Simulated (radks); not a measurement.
# Pm²⁺ with its nuclear charge varied continuously

One table from this session's results is given with a row withheld; the runs are named, their logs left out.

Program: radks (a radial shooting solver on a logarithmic mesh, Libxc functionals) version 1. Level of theory: Dirac Kohn-Sham, LDA (Slater exchange, Perdew-Wang correlation), spin-unpolarised, spherical densities, point nucleus; open shells fill j = l - 1/2 first. These are calculated values, not measurements, unless marked.

## The system

```
element       : promethium (Z = 61)
charge        : +2
electrons     : 59
configuration : [Xe] 4f5
```

The first run:

Settings of this run:

```text
Z 61
configuration [Xe] 4f5
relativity Dirac
functional lda,pw
spin unpolarised
j_filling energy
nucleus point
c 137.035999084
```

Among the steps run: Z = 61.

One of the session's tables, all rows but one given; the rest of the session is left out.

It belongs to the step «Z = 61». Sizes of the orbitals, from the radial functions (bohr):

| level | <r> | outermost maximum (interpolated) | 90 % within | nodes |
| --- | --- | --- | --- | --- |
| 4p3/2 | ? | ? | ? | ? |
| 4d3/2 | 0.6832 | 0.598 | 1.03 | 1 |
| 4d5/2 | 0.6936 | 0.606 | 1.04 | 1 |
| 5s1/2 | 1.438 | 1.29 | 2.07 | 4 |
| 5p1/2 | 1.619 | 1.41 | 2.37 | 3 |
| 5p3/2 | 1.709 | 1.49 | 2.50 | 3 |
| 4f5/2 | 1.028 | 0.635 | 1.81 | 0 |
| 4f7/2 | 1.045 | 0.640 | 1.85 | 0 |

**Question.** Estimate the row for 4p3/2.

As computed: <r>: 0.6374; outermost maximum (interpolated): 0.584; 90 % within: 0.928; nodes: 2. In the column «<r>» it is the lowest.
